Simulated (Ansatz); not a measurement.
Fe4Si:

```
Fe Si
1.0
     0.00000    2.02761    9.46634
     1.52190    0.00000    9.46634
     1.52190    2.02761    0.00000
Fe Si
4 1
Direct
  0.59407 0.59407 0.40593
  0.19797 0.19797 0.80203
  0.80203 0.80203 0.19797
  0.40593 0.40593 0.59407
  0.00000 0.00000 0.00000
```

The cell comes from a database or a generator and needn't be the stable form of this composition.

Base run:

```yaml
Program: Ansatz 0.2.0
Functional: PBEsol
Potentials_or_basis: Ansatz PAW
Cutoff: "420 eV (not typed: the program's choice for these potentials)"
k_mesh: 9 × 9 × 9
Occupations: fermi-dirac, width 0.05 eV
Spin: collinear spin, ferromagnetic start
Starting_moments: "[1.5, 1.5, 1.5, 1.5, 0.0] μB"
Fixed_moment: 6 μB
```

Its results: pressure -17.6 GPa; site moments Fe +1.09, +2.04; Si -0.06 μB; largest force 0.099 eV/Å.

Task: After a change of settings the same cell gave: pressure -8.4 GPa; site moments Fe +1.99, +2.58; Si -0.06 μB; largest force 0.097 eV/Å. Which change was it?
A. fixed moment from 6 μB to 9 μB; moments at the start from [1.5, 1.5, 1.5, 1.5, 0.0] to [2.25, 2.25, 2.25, 2.25, 0.0]
B. fixed moment from 6 μB to 15 μB; moments at the start from [1.5, 1.5, 1.5, 1.5, 0.0] to [3.75, 3.75, 3.75, 3.75, 0.0]
C. fixed moment from 6 μB to 24 μB; moments at the start from [1.5, 1.5, 1.5, 1.5, 0.0] to [6.0, 6.0, 6.0, 6.0, 0.0]
D. fixed moment from 6 μB to 18 μB; moments at the start from [1.5, 1.5, 1.5, 1.5, 0.0] to [4.5, 4.5, 4.5, 4.5, 0.0]

Result: A.

Caveats: the total moment is fixed, so each spin has its own Fermi level; the PAW data sets come from PBE, with cores solved anew for the run's functional, which leaves a small shift of forces and pressure; the thresholds are loose for stress.
